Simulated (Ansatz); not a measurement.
# Molecular dynamics of Li₂MoO₃

The input (input.yaml):

```yaml
crystal:
  lattice:
    - [4.931211, 0.0, 0.0]
    - [2.251713, 4.392506, 0.0]
    - [1.680332, -0.060588, 4.932995]
  atoms:
    - { symbol: Li, position: [0.8591033, 0.8078474, 0.9879147] }
    - { symbol: Li, position: [0.1408967, 0.1921526, 0.0120853] }
    - { symbol: Li, position: [0.5, 0.5, 0.0] }
    - { symbol: Li, position: [0.0, 0.5, 0.5] }
    - { symbol: Mo, position: [0.3574057, 0.8613349, 0.4966572] }
    - { symbol: Mo, position: [0.6425943, 0.1386651, 0.5033428] }
    - { symbol: O, position: [0.9358252, 0.1435441, 0.7288364] }
    - { symbol: O, position: [0.0641748, 0.8564559, 0.2711636] }
    - { symbol: O, position: [0.2757061, 0.4938808, 0.7236752] }
    - { symbol: O, position: [0.4121295, 0.1769117, 0.2328464] }
    - { symbol: O, position: [0.5878705, 0.8230883, 0.7671536] }
    - { symbol: O, position: [0.7242939, 0.5061192, 0.2763248] }
basis:
  ecutwfc: 500.0
kpoints:
  mp_grid: { grid: [3, 2, 2] }
hamiltonian:
  xc: r2scan
  dispersion: d3bj
scf:
  occupations: { method: fermi_dirac, width: 0.36 }
  lower_state_search: "off"
md:
  timestep: 1.12
  n_steps: 40
  ensemble: nvt_langevin
  temperature: 4200.0
  initial_velocities: maxwell_boltzmann
  seed: 512878
  friction: 0.02
```

Launched with:

```bash
$ ansatz run input.yaml --threads 1 --pin off --max-ram 3072MiB --backend cpu --events-out ev --progress --plain --runs-dir out
```

It starts from an unrelaxed structure (largest force component 0.94 eV/Å).

Output, in part (step lines):

```
md step     0: t =     0.00 fs  T =  3850.0 K  F+E_penalty+E_count = -14179.78461155 eV  E_kin = 5.971812 eV  (11 SCF iters)
[... lines left out ...]
```

The steps, from the saved trajectory:

```tsv
time (fs)	T (K)	potential energy less start (eV)
0.0	3850	0.000
1.1	3791	0.033
2.2	3660	0.165
3.4	3513	0.391
4.5	2751	0.677
5.6	2650	1.011
6.7	2107	1.392
7.8	1788	1.794
9.0	1642	2.192
10.1	1504	2.555
11.2	1305	2.880
12.3	1259	3.148
13.4	1248	3.348
14.6	1442	3.459
15.7	1802	3.506
16.8	2225	3.527
17.9	2158	3.533
19.0	2618	3.522
20.2	2473	3.484
21.3	3049	3.455
22.4	3426	3.504
23.5	3565	3.593
24.6	3440	3.662
25.8	3254	3.703
26.9	2862	3.706
28.0	2971	3.693
29.1	2683	3.725
30.2	2626	3.779
31.4	2965	3.811
32.5	2949	3.845
33.6	2405	3.879
34.7	2590	3.872
35.8	2748	3.836
37.0	2874	3.793
38.1	2773	3.763
39.2	3005	3.751
40.3	3174	3.754
41.4	3384	3.777
42.6	3470	3.839
43.7	3476	3.928
44.8	3490	4.062
```

All steps were run. The mean temperature of the second half is 27 % below the set value. A run of 0.045 ps of so small a system gives no equilibrium averages. Limits of this set-up: coarse k mesh.

Mean squared displacements from the first frame to the last, about the centre of mass: Li 0.31 Å², Mo 0.02 Å², O 0.13 Å².

Last frame:

```xyz
12
Lattice="4.9312 0.0000 0.0000 2.2517 4.3925 0.0000 1.6803 -0.0606 4.9330" Properties=species:S:1:pos:R:3
Li 7.524 3.979 5.093
Li 0.665 1.033 -0.148
Li 2.809 2.399 -0.040
Li 2.070 2.421 2.241
Mo 4.518 3.634 2.410
Mo 4.330 0.573 2.635
O 5.791 0.962 3.868
O 2.647 3.917 1.154
O 3.291 1.864 3.588
O 2.920 0.708 1.260
O 6.179 3.487 3.747
O 5.028 2.355 1.072
```

The run took 12 min on 1 thread of Arm Neoverse V2, on a shared host, peak memory 0.56 GiB.
